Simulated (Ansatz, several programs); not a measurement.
Si3Ge, ordered on the diamond lattice (R3m) with 4 atoms a cell, relaxed with r2SCAN in Ansatz (plane waves, PAW): the symmetry is R3m (No. 160, trigonal); a = 3.885 Å, c = 19.023 Å in the conventional setting, 20.72 Å³ an atom. Si has 3 Si at 2.37 Å and 1 Ge at 2.40 Å; Si has 1 Si at 2.35 Å and 3 Ge at 2.39 Å; Si has 4 Si at 2.35–2.37 Å; Ge has 4 Si at 2.39–2.40 Å. The cell was then scaled with its shape and fractional coordinates held, which makes it stiffer than a relaxed compression. No spin polarisation and no zero-point or thermal motion; the cell was built from a prototype and may be hypothetical.

```
V (Å³/atom)  E (meV/atom)
     19.481         23.79
     20.724          0.00
     21.346          4.97
     21.968         18.97
```

**Question.** Pass a cubic E = c₀ + c₁u + c₂u² + c₃u³, with u = V − 20.880 Å³, through these points.

**Answer.** c₀ = 0.31, c₁ = +4.067, c₂ = 13.287, c₃ = -1.1566 (meV and Å³).

**Question.** Where is the minimum, and what bulk modulus follows?

**Answer.** dE/du = 0 at u = -0.150, so V₀ = 20.73 Å³. B = V₀ d²E/dV² = 20.73 × (2c₂ + 6c₃u) = 20.73 × 27.616 = 572 meV/Å³, and 1 meV/Å³ is 0.16022 GPa: 92 GPa. A third-order Birch-Murnaghan fit to all five points gives 20.73 Å³ and 91 GPa.

**Question.** Predict the energy and the pressure at the withheld volume, 20.102 Å³.

**Answer.** With u = -0.778: E ≈ 5.73 meV and P = −dE/dV ≈ +3.00 GPa. The run gives 5.66 meV and, from its stress, +2.98 GPa.
